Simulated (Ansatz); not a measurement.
Input of an Ansatz 0.2.0 run:

The input input.yaml:

```yaml
crystal:
  lattice:
    - [-1.941519, 1.941519, 8.12064]
    - [1.941519, -1.941519, 8.12064]
    - [1.941519, 1.941519, -8.12064]
  atoms:
    - { symbol: Br, position: [0.5, 0.5, 0.0] }
    - { symbol: Br, position: [0.25, 0.75, 0.5] }
    - { symbol: Br, position: [0.75, 0.25, 0.5] }
    - { symbol: S, position: [0.0, 0.0, 0.0] }
hamiltonian:
  xc: r2scan
  pseudopotentials: { kind: paw }
kpoints:
  mp_grid: { grid: [10, 10, 10] }
scf:
  occupations: { method: fermi_dirac, width: 0.05 }
output:
  forces: true
  stress: true
  eigenvalues: true
relax:
  f_tol: 0.01
  max_steps: 40
  cell: { stress_tol: 0.05, p_target: 10.0 }
```

Potentials or basis: Ansatz PAW.

Run with:

```console
$ ansatz run input.yaml --threads 2 --pin off --max-ram 5632MiB --backend cpu --events-out ev --progress --plain --runs-dir out
```

Question: Estimate the relaxed volume.

Answer: 21.06 Å³/atom.

Question: Predict the space group after relaxing (to 0.05 Å).

Answer: I4/mmm (No. 139).

Question: Predict the band gap on the k mesh.

Answer: None (metal or under the smearing width).

The path:
| step | energy change (eV) | largest force (eV/Å) | volume (Å³) |
| --- | --- | --- | --- |
| 1 | 0.0000 | 0.0000 | 122.44 |
| 2 | 0.1118 | 0.0000 | 108.47 |
| 3 | 0.1826 | 0.0000 | 101.21 |
| 4 | 0.1757 | 0.0000 | 96.01 |
| 5 | 0.2519 | 0.0000 | 90.59 |
| 6 | 0.4689 | 0.0000 | 85.03 |
| 7 | 0.5151 | 0.0000 | 84.25 |
| 8 | 0.5193 | 0.0000 | 84.25 |

Caveat: the volume moved by over 15 % at a fixed basis, so the end points are rough; the plane-wave basis is chosen anew once the cell has moved, so the energies of steps on either side of that aren't comparable; an odd number of electrons without spin polarisation forces a metal; a magnetic or distorted state may lie lower; the PAW data sets come from PBE, with cores solved anew for the run's functional, which leaves a small shift of forces and pressure.
